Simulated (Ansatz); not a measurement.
# Niobium, beta-Sn type under LDA: ground state and equation of state

The plan for niobium in the beta-Sn type structure: relax it, solve it on a dense k-mesh, switch on spin-orbit coupling, then scale the cell to 7 volumes from 88 to 112 % of the relaxed one and try a fit of the equation of state. The k-meshes are 13×13×9 for the relaxation; 22×22×11 for the dense run; 13×13×7 for spin-orbit coupling; 15×15×8 for the volumes.

Computed with Ansatz 0.2.0 (DFT LDA (PW92), plane waves (420 eV) with PAW, scalar-relativistic; the PAW data stem from PBE, with regenerated cores, unless a step says otherwise).

## (1) The starting structure

Symmetry: I4_1/amd, No. 141, tetragonal system. The conventional cell has a = 5.171 Å, b = 5.171 Å, c = 2.823 Å, α = 90.00°, β = 90.00°, γ = 90.00°. Nb (site symmetry -4m2) is surrounded by 6 Nb at 2.68 to 2.82 Å.

As a file:

```cif
data_structure
_symmetry_space_group_name_H-M 'P 1'
_symmetry_Int_Tables_number 1
_cell_length_a 3.9195
_cell_length_b 3.9195
_cell_length_c 3.9195
_cell_angle_alpha 97.454
_cell_angle_beta 97.454
_cell_angle_gamma 137.779
_cell_volume 37.75
loop_
_atom_site_label
_atom_site_type_symbol
_atom_site_fract_x
_atom_site_fract_y
_atom_site_fract_z
_atom_site_occupancy
Nb1 Nb 0.00000 0.00000 0.00000 1
Nb2 Nb 0.75000 0.25000 0.50000 1
```

## (2) Relaxation of the cell

Input file input.yaml:

```yaml
crystal:
  lattice:
    - [-2.5855055049, 2.5855055049, 1.4116860057]
    - [2.5855055049, -2.5855055049, 1.4116860057]
    - [2.5855055049, 2.5855055049, -1.4116860057]
  atoms:
    - { symbol: Nb, position: [0.0, 0.0, 0.0] }
    - { symbol: Nb, position: [0.75, 0.25, 0.5] }
hamiltonian:
  xc: lda
  pseudopotentials:
    kind: paw
    azcp:
      Nb: "pseudopotentials/Nb.paw.azcp"
basis:
  ecutwfc: 420
  fft_grid_basis: typed
kpoints:
  mp_grid: { grid: [13, 13, 9], shift: [0, 0, 0] }
magnetization:
  spin_polarized: false
scf:
  occupations: { method: fermi_dirac, width: 0.1 }
relax:
  max_steps: 60
  f_tol: 0.01
  cell: {}
output:
  write_density: true
  write_potential: true
  elf: true
  volumetric_format: npy
```

The runs that follow: The energy on a finer k-mesh; Spin-orbit coupling switched on; At 88 % of the relaxed volume; At 92 % of the relaxed volume; At 96 % of the relaxed volume; At 100 % of the relaxed volume; At 104 % of the relaxed volume; At 108 % of the relaxed volume; At 112 % of the relaxed volume.

What does the calculation give? Wanted: space group; conventional cell; volume; shortest distance; gap on the mesh; relative to bcc; V₀, B₀, B₀′.

The runs gave:

| quantity | value |
| --- | --- |
| space group (spins left aside) | Fddd (No. 70) |
| conventional cell | a = 2.700 Å, b = 5.335 Å, c = 9.694 Å |
| volume | 17.459 Å³/atom |
| shortest distance | 2.700 Å |
| gap on the mesh | none (levels filled in part) |
| relative to bcc | +161 meV/atom |
| V₀, B₀, B₀′ | 17.446 Å³/atom, 187 GPa, 3.8 |

What this shows: From the guessed start the volume shrank by 7.5 % in 23 steps. What began as beta-Sn type has relaxed into Fddd. What follows belongs to that structure, not to the type named at the start. The mesh has less symmetry than the lattice, which may have let the distortion in. It lies 161 meV/atom above the element's reference form at the same level (bcc, from a run of its own), so it is far from stable. Levels at the Fermi energy are filled in part, as in a metal. Totals with and without spin-orbit coupling (-0.97 eV/atom apart) can't be read as binding, since the two-component data shift the zero of energy. The fitted modulus is 187 GPa; letting shape and positions relax at each volume could only lower it.
